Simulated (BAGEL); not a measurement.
**Ge2H6 (digermane): a chain of runs**

Wanted: the energy (HF/cc-pVDZ), then the energy (NEVPT2(2,2)/cc-pVDZ), then the energy (CASPT2(2,2)/cc-pVDZ) of Ge2H6 (digermane). 

The calculation is run with BAGEL 1.2.2.

1 further run of the same task is left out (set aside as unsound or not needed).

### Step 1. Starting point

The species is Ge2H6 (8 atoms), meant as a singlet with charge 0. SMILES: `[GeH3][GeH3]`. One bond was lengthened or shortened from a relaxed shape.

Bond lengths: Ge1–Ge2 2.420 Å, Ge1–H3 1.537 Å, Ge1–H4 1.537 Å, Ge1–H5 1.537 Å, Ge2–H6 1.537 Å, Ge2–H7 1.537 Å, Ge2–H8 1.307 Å. Some angles: Ge1–Ge2–H6 110.3°, Ge1–Ge2–H7 110.3°, Ge1–Ge2–H8 110.3°, Ge2–Ge1–H3 110.3°, Ge2–Ge1–H4 110.3°, Ge2–Ge1–H5 110.3°, H6–Ge2–H7 108.6°, H6–Ge2–H8 108.6°, H7–Ge2–H8 108.6°, H3–Ge1–H4 108.6°.

### Step 2. A single-point energy at HF/cc-pVDZ (density fitting with svp-jkfit) (run 1)

File hf.json:

```json
{ "bagel": [

{
  "title": "molecule",
  "basis": "cc-pvdz.json",
  "df_basis": "svp-jkfit",
  "angstrom": "true",
  "geometry": [
    { "atom": "Ge", "xyz": [   -0.651891,    0.084569,   -0.944120 ] },
    { "atom": "Ge", "xyz": [    0.486409,   -0.479251,    1.115780 ] },
    { "atom": "H", "xyz": [   -0.443271,   -1.022571,   -1.990000 ] },
    { "atom": "H", "xyz": [   -2.160211,    0.244979,   -0.694260 ] },
    { "atom": "H", "xyz": [   -0.105951,    1.404629,   -1.512060 ] },
    { "atom": "H", "xyz": [    0.284689,    0.631759,    2.158920 ] },
    { "atom": "H", "xyz": [    1.993569,   -0.647801,    0.864320 ] },
    { "atom": "H", "xyz": [    0.017470,   -1.597700,    1.602230 ] }
  ]
},
{ "title": "hf" },
{ "title": "print", "file": "orbitals.molden", "orbitals": "true" }

]}
```

The basis set cc-pVDZ is read from a file made from the Basis Set Exchange's data (not shown).

The run is started by

```console
$ BAGEL_NUM_THREADS=1 BAGEL hf.json > hf.out
```

Output:

```text
* using 1 threads per process

  ===============================================================
  ===============================================================

  *** Geometry ***

  { "atom" : "Ge", "xyz" : [     -1.231895,      0.159812,     -1.784128 ] },
  { "atom" : "Ge", "xyz" : [      0.919180,     -0.905653,      2.108519 ] },
  { "atom" : "H", "xyz" : [     -0.837661,     -1.932379,     -3.760555 ] },
  { "atom" : "H", "xyz" : [     -4.082207,      0.462943,     -1.311961 ] },
  { "atom" : "H", "xyz" : [     -0.200218,      2.654364,     -2.857379 ] },
  { "atom" : "H", "xyz" : [      0.537984,      1.193851,      4.079768 ] },
  { "atom" : "H", "xyz" : [      3.767299,     -1.224166,      1.633328 ] },
  { "atom" : "H", "xyz" : [      0.033014,     -3.019215,      3.027776 ] },

  Number of auxiliary basis functions:      640

  Since a DF basis is specified, we compute 2- and 3-index integrals:
    o Being stored without compression. Storage requirement is 0.036 GB

  Number of basis functions:       84
  Number of electrons      :       70

    * METHOD: MOLECULE                             0.41

  *** RHF ***

  === Nuclear Repulsion ===
   325.6332132319

      * DIIS with orbital gradients will be used.

  === RHF iteration (cc-pvdz.json) ===
      0      -4154.07719522          0.00653671           0.12
      1      -4154.12134161          0.00202725           0.12
      2      -4154.12500824          0.00052510           0.11
      3      -4154.12522184          0.00005838           0.14
      4      -4154.12522819          0.00000922           0.14
      5      -4154.12522834          0.00000135           0.12
      6      -4154.12522834          0.00000026           0.12
      7      -4154.12522834          0.00000007           0.11
      8      -4154.12522834          0.00000001           0.11
      9      -4154.12522834          0.00000000           0.11
    * SCF iteration converged.

    * Permanent dipole moment:
           (    0.036774,     0.126291,    -0.076256) a.u.

    * METHOD: HF                                   1.43

    * METHOD: PRINT                                0.01

  ===============================================================
```

It took 2.2 s on 1 thread of Intel Xeon 6975P-C (Granite Rapids), shared host; peak memory 0.17 GiB.

### Step 3. A single-point energy at NEVPT2(2,2)/cc-pVDZ (density fitting with svp-jkfit) (run 2)

File job.json:

```json
{ "bagel" : [

{
  "title" : "molecule",
  "basis" : "cc-pvdz.json",
  "df_basis" : "svp-jkfit",
  "angstrom" : true,
  "geometry" : [
    { "atom" : "Ge", "xyz" : [      -0.651891,       0.084569,      -0.944120 ] },
    { "atom" : "Ge", "xyz" : [       0.486409,      -0.479251,       1.115780 ] },
    { "atom" : "H", "xyz" : [      -0.443271,      -1.022571,      -1.990000 ] },
    { "atom" : "H", "xyz" : [      -2.160211,       0.244979,      -0.694260 ] },
    { "atom" : "H", "xyz" : [      -0.105951,       1.404629,      -1.512060 ] },
    { "atom" : "H", "xyz" : [       0.284689,       0.631759,       2.158920 ] },
    { "atom" : "H", "xyz" : [       1.993569,      -0.647801,       0.864320 ] },
    { "atom" : "H", "xyz" : [       0.017470,      -1.597700,       1.602230 ] }
  ]
},

{
  "title" : "hf"
},

{
  "title" : "nevpt2",
  "nstate" : 1,
  "nact" : 2,
  "nclosed" : 34,
  "nspin" : 0,
  "active" : [31, 42],
  "maxiter" : 200,
  "natocc" : true,
  "ncore" : 18
},

{
  "title" : "print",
  "file" : "orbitals.molden",
  "orbitals" : true
}

]}
```

The basis set cc-pVDZ is read from a file made from the Basis Set Exchange's data (not shown).

The run is started by

```console
$ BAGEL_NUM_THREADS=1 BAGEL job.json > job.out
```

Output:

```text
* using 1 threads per process

  ===============================================================
  ===============================================================

  *** Geometry ***

  { "atom" : "Ge", "xyz" : [     -1.231895,      0.159812,     -1.784128 ] },
  { "atom" : "Ge", "xyz" : [      0.919180,     -0.905653,      2.108519 ] },
  { "atom" : "H", "xyz" : [     -0.837661,     -1.932379,     -3.760555 ] },
  { "atom" : "H", "xyz" : [     -4.082207,      0.462943,     -1.311961 ] },
  { "atom" : "H", "xyz" : [     -0.200218,      2.654364,     -2.857379 ] },
  { "atom" : "H", "xyz" : [      0.537984,      1.193851,      4.079768 ] },
  { "atom" : "H", "xyz" : [      3.767299,     -1.224166,      1.633328 ] },
  { "atom" : "H", "xyz" : [      0.033014,     -3.019215,      3.027776 ] },

  Number of auxiliary basis functions:      640

  Since a DF basis is specified, we compute 2- and 3-index integrals:
    o Being stored without compression. Storage requirement is 0.036 GB

  Number of basis functions:       84
  Number of electrons      :       70

    * METHOD: MOLECULE                             0.32

  *** RHF ***

  === Nuclear Repulsion ===
   325.6332132319

      * DIIS with orbital gradients will be used.

  === RHF iteration (cc-pvdz.json) ===
      0      -4154.07719522          0.00653671           0.12
      1      -4154.12134161          0.00202725           0.11
      2      -4154.12500824          0.00052510           0.11
      3      -4154.12522184          0.00005838           0.10
      4      -4154.12522819          0.00000922           0.11
      5      -4154.12522834          0.00000135           0.11
      6      -4154.12522834          0.00000026           0.11
      7      -4154.12522834          0.00000007           0.10
      8      -4154.12522834          0.00000001           0.10
      9      -4154.12522834          0.00000000           0.10
    * SCF iteration converged.

    * Permanent dipole moment:
           (    0.036774,     0.126291,    -0.076256) a.u.

    * METHOD: HF                                   1.29

    * freezing 18 orbitals
  ---------------------------
      CASSCF calculation
  ---------------------------

    ==== Active orbitals : =====
         Orbital 31
         Orbital 42
    ============================

    * nstate   :      1
    * nclosed  :     34
    * nact     :      2
    * nvirt    :     48
  === CASSCF iteration (cc-pvdz.json) ===

    * Using the second-order algorithm

      0  0     -4154.12560525     8.57e-05      0.02

      1  0     -4154.13083751     5.44e-04      0.43

      2  0     -4154.13396713     7.24e-04      0.49

      3  0     -4154.13635910     1.38e-04      0.57

      4  0     -4154.13643651     4.40e-05      0.51

      5  0     -4154.13643869     1.28e-05      0.55

      6  0     -4154.13643878     3.28e-06      0.51

      7  0     -4154.13643878     7.93e-07      0.58

      8  0     -4154.13643878     1.87e-07      0.57

      9  0     -4154.13643878     4.35e-08      0.55

     10  0     -4154.13643878     1.01e-08      0.43

     11  0     -4154.13643878     2.34e-09      0.41

    * Second-order optimization converged. *

     guess   0:   closed 1.                   open ..

  === FCI iteration ===

      0  0     -4154.12513481     6.92e-02      0.00
      1  0     -4154.13643373     1.11e-03      0.00
      2  0 *   -4154.13643878     2.85e-16      0.00

     * ci vector, state   0, <S^2> = 0.0000
       2.     0.9966849154
       .2    -0.0813583391

  === DF-NEVPT2 calculation ===

    * 3-index integral transformation done
    * assembly done

      NEVPT2 correlation energy:   -0.2361232465      0.12

          (+0)     -0.1999723892
          (+0)'    -0.0042409451
          (+1)     -0.0049911750
          (+1)'    -0.0000000000
          (+2)     -0.0001974502
          (-1)     -0.0164365578
          (-1)'     0.0000000000
          (-2)     -0.0102847291

      NEVPT2 total energy:       -4154.3725620308

    * METHOD: NEVPT2                               6.17

    * METHOD: PRINT                                0.01

  ===============================================================
```

It took 8.4 s on 1 thread of Intel Xeon 6975P-C (Granite Rapids), shared host; peak memory 0.17 GiB.

### Step 4. The energy at CASPT2(2,2)/cc-pVDZ (density fitting with svp-jkfit) (run 3)

File input.json:

```json
{ "bagel" : [

{
  "title" : "molecule",
  "basis" : "cc-pvdz.json",
  "df_basis" : "svp-jkfit",
  "angstrom" : true,
  "geometry" : [
    { "atom" : "Ge", "xyz" : [      -0.651891,       0.084569,      -0.944120 ] },
    { "atom" : "Ge", "xyz" : [       0.486409,      -0.479251,       1.115780 ] },
    { "atom" : "H", "xyz" : [      -0.443271,      -1.022571,      -1.990000 ] },
    { "atom" : "H", "xyz" : [      -2.160211,       0.244979,      -0.694260 ] },
    { "atom" : "H", "xyz" : [      -0.105951,       1.404629,      -1.512060 ] },
    { "atom" : "H", "xyz" : [       0.284689,       0.631759,       2.158920 ] },
    { "atom" : "H", "xyz" : [       1.993569,      -0.647801,       0.864320 ] },
    { "atom" : "H", "xyz" : [       0.017470,      -1.597700,       1.602230 ] }
  ]
},

{
  "title" : "hf"
},

{
  "title" : "casscf",
  "nstate" : 1,
  "nact" : 2,
  "nclosed" : 34,
  "active" : [31, 42],
  "maxiter" : 200,
  "natocc" : true
},

{
  "title" : "print",
  "file" : "orbitals.molden",
  "orbitals" : true
},

{
  "title" : "smith",
  "method" : "caspt2",
  "ms" : true,
  "xms" : true,
  "sssr" : true,
  "shift" : 0.2,
  "shift_imag" : true,
  "ncore" : 18
}

]}
```

The basis set cc-pVDZ is read from a file made from the Basis Set Exchange's data (not shown).

The run is started by

```console
$ BAGEL_NUM_THREADS=1 BAGEL input.json > input.out
```

Output:

```text
* using 1 threads per process

  ===============================================================
  ===============================================================

  *** Geometry ***

  { "atom" : "Ge", "xyz" : [     -1.231895,      0.159812,     -1.784128 ] },
  { "atom" : "Ge", "xyz" : [      0.919180,     -0.905653,      2.108519 ] },
  { "atom" : "H", "xyz" : [     -0.837661,     -1.932379,     -3.760555 ] },
  { "atom" : "H", "xyz" : [     -4.082207,      0.462943,     -1.311961 ] },
  { "atom" : "H", "xyz" : [     -0.200218,      2.654364,     -2.857379 ] },
  { "atom" : "H", "xyz" : [      0.537984,      1.193851,      4.079768 ] },
  { "atom" : "H", "xyz" : [      3.767299,     -1.224166,      1.633328 ] },
  { "atom" : "H", "xyz" : [      0.033014,     -3.019215,      3.027776 ] },

  Number of auxiliary basis functions:      640

  Since a DF basis is specified, we compute 2- and 3-index integrals:
    o Being stored without compression. Storage requirement is 0.036 GB

  Number of basis functions:       84
  Number of electrons      :       70

    * METHOD: MOLECULE                             0.33

  *** RHF ***

  === Nuclear Repulsion ===
   325.6332132319

      * DIIS with orbital gradients will be used.

  === RHF iteration (cc-pvdz.json) ===
      0      -4154.07719522          0.00653671           0.12
      1      -4154.12134161          0.00202725           0.11
      2      -4154.12500824          0.00052510           0.12
      3      -4154.12522184          0.00005838           0.12
      4      -4154.12522819          0.00000922           0.11
      5      -4154.12522834          0.00000135           0.11
      6      -4154.12522834          0.00000026           0.11
      7      -4154.12522834          0.00000007           0.11
      8      -4154.12522834          0.00000001           0.11
      9      -4154.12522834          0.00000000           0.11
    * SCF iteration converged.

    * Permanent dipole moment:
           (    0.036774,     0.126291,    -0.076256) a.u.

    * METHOD: HF                                   1.36

  ---------------------------
      CASSCF calculation
  ---------------------------

    ==== Active orbitals : =====
         Orbital 31
         Orbital 42
    ============================

    * nstate   :      1
    * nclosed  :     34
    * nact     :      2
    * nvirt    :     48
  === CASSCF iteration (cc-pvdz.json) ===

    * Using the second-order algorithm

      0  0     -4154.12560525     8.57e-05      0.03

      1  0     -4154.13083751     5.44e-04      0.47

      2  0     -4154.13396713     7.24e-04      0.52

      3  0     -4154.13635910     1.38e-04      0.56

      4  0     -4154.13643651     4.40e-05      0.47

      5  0     -4154.13643869     1.28e-05      0.52

      6  0     -4154.13643878     3.28e-06      0.57

      7  0     -4154.13643878     7.93e-07      0.62

      8  0     -4154.13643878     1.87e-07      0.60

      9  0     -4154.13643878     4.35e-08      0.54

     10  0     -4154.13643878     1.01e-08      0.45

     11  0     -4154.13643878     2.34e-09      0.46

    * Second-order optimization converged. *

     guess   0:   closed 1.                   open ..

  === FCI iteration ===

      0  0     -4154.12513481     6.92e-02      0.00
      1  0     -4154.13643373     1.11e-03      0.00
      2  0 *   -4154.13643878     2.85e-16      0.00

     * ci vector, state   0, <S^2> = 0.0000
       2.     0.9966849154
       .2    -0.0813583391

    * METHOD: CASSCF                               6.05

    * METHOD: PRINT                                0.01

  === SMITH program ===

    * freezing 18 orbitals

    * Approximate memory requirement for SMITH calulation per MPI process:
      o Storage requirement for T-amplitude, lambda, and residual is 0.02 GB
      o Storage requirement for MO integrals is 0.01 GB
    * Calculating and saving rdm4f

    * Zeroth order energy : state  0       -1.1009965567

    * CASPT2 iteration is performed using orthogonal basis

      -------------------------------------------  CASPT2 iteration  ---------------------------------------------------
       #      aibj      arbs      arbi      airj      risj      airs      arst      rist         Etot      error   time
      ------------------------------------------------------------------------------------------------------------------

       0  -0.19932  -0.01225  -0.01667  -0.00561  -0.00028  -0.00379  -0.00000  -0.00000   -0.2379107  0.0012951   0.08
       1  -0.19964  -0.01234  -0.01682  -0.00584  -0.00032  -0.00396   0.00000  -0.00000   -0.2389169  0.0002907   0.07
       2  -0.19966  -0.01234  -0.01683  -0.00586  -0.00032  -0.00396  -0.00000  -0.00000   -0.2389693  0.0000786   0.07
       3  -0.19966  -0.01234  -0.01684  -0.00585  -0.00032  -0.00396  -0.00000  -0.00000   -0.2389721  0.0000194   0.08
       4  -0.19966  -0.01234  -0.01684  -0.00585  -0.00032  -0.00396  -0.00000  -0.00000   -0.2389723  0.0000044   0.08
       5  -0.19966  -0.01234  -0.01684  -0.00585  -0.00032  -0.00396  -0.00000  -0.00000   -0.2389723  0.0000009   0.08

      ------------------------------------------------------------------------------------------------------------------

    * CASPT2 energy : state  0    -4154.3773442535
        w/o shift correction      -4154.3754110939
        reference weight              0.9089109839

    * METHOD: SMITH                                0.74

  ===============================================================
```

Wall time 9 s (1 thread of Intel Xeon 6975P-C (Granite Rapids), shared host); peak memory 0.22 GiB.

### Step 5. Results

| quantity | value |
| --- | --- |
| run 1, HF/cc-pVDZ: total energy | -4154.12523 Eh |
| run 1, HF/cc-pVDZ: dipole moment | 0.39 D |
| run 1, HF/cc-pVDZ: HOMO energy | -10.63 eV |
| run 1, HF/cc-pVDZ: LUMO energy | 3.74 eV |
| run 1, HF/cc-pVDZ: HOMO–LUMO gap | 14.37 eV |
| run 2, NEVPT2(2,2)/cc-pVDZ: total energy | -4154.37256 Eh |
| run 3, CASPT2(2,2)/cc-pVDZ: total energy | -4154.37734 Eh |
